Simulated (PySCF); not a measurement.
# C4H9Br: the cost of one run

Programs: PySCF 2.14.0, with density-fitted response routines of our own. Each step states its level of theory. These are calculated values for one molecule, in the gas phase or a continuum, unless marked as measured. Atoms are numbered from 0 throughout.

## Step 1: The starting structure

14 atoms, charge 0, multiplicity 1; geometry from: GFN2-xTB. The atoms were then displaced at random by about 0.01 Å, so the start is not that level's minimum.

Bonds of the start (Å): C0–C1 1.49, C1–C2 1.51, C1–C3 1.49, C1–Br4 2.00, C0–H5 1.10, C0–H6 1.10, C0–H7 1.11, C2–H8 1.10, C2–H9 1.07, C2–H10 1.09, C3–H11 1.10, C3–H12 1.13, C3–H13 1.07.

## Step 2: Optimising the geometry at PBE0-D3(BJ)/def2-TZVP

What the job is given:

```
{"job": {"xc": "PBE0", "basis": "def2-TZVP", "d3": "d3bj", "grid": 2, "shake": 0.01, "kind": "geom"}, "charge": 0, "multiplicity": 1}
C     -0.628500     1.248060    -0.289190
C      0.140070     0.096460     0.252900
C      1.199780    -0.358740    -0.725200
C     -0.723080    -1.042750     0.675730
Br     1.080530     0.742160     1.895670
H     -1.181850     0.972410    -1.197620
H     -1.369740     1.619170     0.435080
H      0.024440     2.109200    -0.548860
H      1.812240    -1.155310    -0.267200
H      0.751340    -0.724000    -1.621170
H      1.877520     0.462350    -0.963660
H     -1.285850    -1.429520    -0.180930
H     -1.513500    -0.702080     1.406110
H     -0.190560    -1.852490     1.120580
```

On the command line:

```console
> OMP_NUM_THREADS=1 python probes_run.py task.json out
```

The driver reads the jobs from task.json and runs them one after another.

**Question.** How long does this first job take on 1 thread of Arm Neoverse V2, shared host, and how much memory does it need?

About 3.5 min, with a peak of 1.2 GiB.
